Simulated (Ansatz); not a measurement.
# B2FH5Sn: the cost of one run

Computed with Ansatz 0.2.0, driven from Python. Level of theory: PBE/def2-SVP.

**1. Starting point**

Bond lengths: B1–Sn2 2.153 Å, Sn2–B3 2.215 Å, B3–F4 1.352 Å, B1–H5 1.242 Å, B1–H6 1.198 Å, Sn2–H7 1.780 Å, Sn2–H8 1.762 Å, B3–H9 1.237 Å. Angles: B1–Sn2–B3 108.3°, B1–Sn2–H7 109.5°, B1–Sn2–H8 110.7°, B3–Sn2–H7 110.3°, B3–Sn2–H8 110.2°, H7–Sn2–H8 107.8°, Sn2–B1–H5 120.7°, Sn2–B1–H6 124.2°, H5–B1–H6 115.1°, Sn2–B3–F4 121.6°, Sn2–B3–H9 117.7°, F4–B3–H9 120.7°.

The script holds or builds the structure itself.

**2. Script**

File tae_b2fh5sn.py:

```python
'''Atomisation energy of B2FH5Sn at the given geometry.'''

from collections import Counter

import ansatz as az

BASIS_SET = 'def2-SVP'
XC = 'pbe'


def total_energy(molecule, charge=0, unpaired=0):
    calc = (
        molecule.calculation()
        .basis(gaussian=BASIS_SET)  # atom-centred Gaussian functions
        .functional(XC)
    )
    if charge:
        calc = calc.charge(charge)
    if unpaired:
        calc = calc.spin('collinear', total=unpaired)
    return calc.run(threads=1, backend='cpu').report['free_energy_ev']

geometry_ang = [
    ('B', (-0.9589, 1.5341, -0.0095)),
    ('Sn', (0.6851, 0.1881, -0.3557)),
    ('B', (0.1509, -1.7924, 0.4795)),
    ('F', (-0.8963, -2.5028, 0.0039)),
    ('H', (-1.5513, 2.0689, -0.9608)),
    ('H', (-1.3699, 1.8297, 1.0766)),
    ('H', (2.1476, 0.8186, 0.4385)),
    ('H', (1.0238, 0.0511, -2.0797)),
    ('H', (0.8574, -2.2416, 1.3901)),
]
mol = az.Crystal.molecule()
for symbol, xyz in geometry_ang:
    mol = mol.atom(symbol, xyz)

# unpaired electrons of the ground-state atoms
unpaired = {'B': 1, 'Sn': 2, 'F': 1, 'H': 1}
counts = Counter(site.symbol for site in mol.cartesian_sites)
atom_energy = {s: total_energy(az.Crystal.molecule().atom(s, (0, 0, 0)), 0, unpaired[s]) for s in counts}
whole = total_energy(mol, 0, 0)
for s, e in atom_energy.items():
    print(f'{s:2s} x{counts[s]}  {e:14.5f} eV')
print(f'B2FH5Sn: {whole:.5f} eV')
split = sum(counts[s] * e for s, e in atom_energy.items()) - whole
print(f'atomisation energy (no zero-point term): {23.060548 * split:.1f} kcal/mol, {split / sum(counts.values()):.3f} eV an atom')
```

**3. Running it**

Run with:

```console
> python tae_b2fh5sn.py
```

What time and memory should one allow on 1 thread of Arm Neoverse V2, shared host?

About 3.3 s, with a peak of 0.18 GiB.
